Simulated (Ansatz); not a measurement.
# WCl+ (quintet): the correlation ladder, def2-SVP

An exercise on one series of results from a longer session: the logs are not shown, and one member is left open.

Method: def2-SVP, core rule «outside noble gas», up to 9 orbitals frozen; program: Ansatz 0.2.0, Gaussian basis.

To be run: UHF; CCSD(T) on ROHF; CCSD(T) on UHF; CISD as a restricted active space (open shells left free, so some higher excitations enter); CCSDT(Q) on ROHF; CCSDT(Q) on UHF; CASSCF and MRCISD+Q, 12 electrons in 10 orbitals; CASSCF and NEVPT2, 12 electrons in 10 orbitals.

12 further runs of the same task are left out: 2 for a known fault of the program, 1 that didn't finish, 9 set aside as unsound or not needed. Runs told in other sessions of the task aren't counted.

## What is computed

The geometry is a PBE0/def2-TZVP stationary point (not a proven minimum) of the parent state, kept for this charge and spin. No spin-orbit coupling is included. Elements past krypton take def2 core potentials.

2 atoms, charge 1, spin multiplicity 5.

Atoms are counted from 1 here; the program's logs count them from 0.

Bond lengths: W1–Cl2 2.275 Å.

As a file:

```xyz
2
ClW
W     0.00000    0.00000    0.00000
Cl    0.00000    0.00000    2.27500
```

Set-up of the first run:

File in.yaml:

```yaml
crystal:
  periodic: [false, false, false]
  atoms:
    - {symbol: W, position_ang: [0.000000, 0.000000, 0.000000]}
    - {symbol: Cl, position_ang: [0.000000, 0.000000, 2.275000]}
basis:
  gaussian: {orbitals: def2-SVP}
total_charge: 1
magnetization: {spin_polarized: true, initial_magnetization: 4}
hamiltonian: {xc: hf}
output: {orbitals: {seedname: orbitals}}
```

Started as:

```
ansatz run in.yaml --threads 1 --pin off --events-out ev --progress --plain --max-ram 2393MiB
```

Steps of the session up to this table: UHF; CCSD(T) on ROHF; CCSD(T) on UHF; CISD as a restricted active space (open shells left free, so some higher excitations enter); CCSDT(Q) on ROHF; CCSDT(Q) on UHF; CASSCF and MRCISD+Q, 12 electrons in 10 orbitals; CASSCF and NEVPT2, 12 electrons in 10 orbitals.

One table of the session follows, with a row left open; its other results are not shown here.

| method | from RCCSDT(Q) (meV) |
| --- | --- |
| ROHF | +6157.2 |
| UHF | +5955.0 |
| RMP2 | +842.7 |
| UMP2 | +699.9 |
| RCCSD | ? |
| UCCSD | +178.4 |
| RCCSD(T) | +40.0 |
| UCCSD(T) | -49.2 |
| RCCSDT | +8.2 |
| UCCSDT | -81.9 |
| RCCSDT(Q) | 0 |
| UCCSDT(Q) | -107.0 |
| CASSCF valence | +5105.3 |
| NEVPT2 valence | +1111.4 |
| MRCISD valence | +381.4 |
| MRCISD+Q valence | +41.5 |

Q: Estimate the row for RCCSD from the others.

The run gave: from RCCSDT(Q) (meV): +272.4. In the column «from RCCSDT(Q) (meV)» it lies between UCCSD (+178.4) and MRCISD valence (+381.4).

Not comparable, so not listed: CISD as a restricted active space (open shells left free, so some higher excitations enter) (they don't share determinant, frozen orbitals or solution with the rows shown, or repeat one).

Caveats from the session: Restricted and unrestricted rows rest on different reference determinants; a gap between their highest levels can come from leftover correlation error, from unlike frozen cores or from another state.
